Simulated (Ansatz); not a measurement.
# Ca: pressure up to the limit of the methods

The task here is to estimate one member of a computed series from the others.

Computed with Ansatz 0.2.0 (DFT LDA, with the methods named in each step, unless a step's input says otherwise).

1 further run of the same task is left out (it didn't finish). Runs told in other sessions of the task aren't counted.

**The structure to begin with**

It takes space group P6_3/mmc (No. 194, hexagonal). Conventional cell: a = 3.788 Å, b = 3.788 Å, c = 6.137 Å, α = 90.00°, β = 90.00°, γ = 120.00°. Ca (site symmetry -6m2) has 12 Ca at 3.77 to 3.79 Å in its first shell of neighbours.

As a file:

```xyz
2
Lattice="3.7881 0.0000 0.0000 -1.8940 3.2806 0.0000 0.0000 0.0000 6.1367" Properties=species:S:1:pos:R:3 pbc="T T T"
Ca    0.0000    2.1871    1.5342
Ca    1.8940    1.0935    4.6025
```

Whether this phase is the stable one at these pressures isn't tested.

Atoms are numbered in the order of the input: Ca1, Ca2.

Set-up of the first run:

Contents of input.yaml:

```yaml
crystal:
  lattice:
    - [3.7880948794, 0.0, 0.0]
    - [-1.8940474397, 3.2805863975, 0.0]
    - [0.0, 0.0, 6.1367137047]
  atoms:
    - { symbol: Ca, position: [0.3333333333, 0.6666666667, 0.25] }
    - { symbol: Ca, position: [0.6666666667, 0.3333333333, 0.75] }
kpoints:
  mp_grid: { grid: [12, 12, 6] }
scf:
  occupations: { method: fermi_dirac, width: 0.05 }
hamiltonian:
  xc: lda
  pseudopotentials: { kind: paw }
output:
  forces: true
  stress: true
relax:
  f_tol: 0.005
  max_steps: 40
  cell: {}
```

Started as:

```sh
$ ansatz run input.yaml --threads 1 --pin off --max-ram 2048MiB --backend cpu --events-out ev --progress --plain --runs-dir out
```

Among the steps run: Cell relaxed at zero pressure, PAW; Volume scaled by 1, PAW; Shape and atoms relaxed at 0.88 of the volume, PAW; Volume scaled by 0.88, PAW; Shape and atoms relaxed at 0.78 of the volume, PAW; Volume scaled by 0.78, PAW; Shape and atoms relaxed at 0.68 of the volume, PAW; Volume scaled by 0.68, PAW; Volume scaled by 0.68, PAW (level accurate); Shape and atoms relaxed at 0.58 of the volume, PAW; Volume scaled by 0.58, PAW; Shape and atoms relaxed at 0.5 of the volume, PAW; Volume scaled by 0.5, PAW; Shape and atoms relaxed at 0.43 of the volume, PAW; Volume scaled by 0.43, PAW.

One of the session's tables, all rows but one given; the rest of the session is left out.

```
              method  volume over the first  volume (Å³/atom)  pressure (GPa)
                 PAW                      1            38.259            0.01
                 PAW                   0.88            33.668            3.02
                 PAW                   0.78            29.842            6.87
                 PAW                   0.68            26.016           12.84
                 PAW                   0.58            22.190           22.49
                 PAW                    0.5            19.130           34.08
                 PAW                   0.43                 ?               ?
PAW (level accurate)                   0.68            26.016           12.84
```

Q: Estimate the row for PAW, 0.43 from the others.

As computed: volume (Å³/atom): 16.452; pressure (GPa): 46.95. In the column «volume (Å³/atom)» it is the lowest.
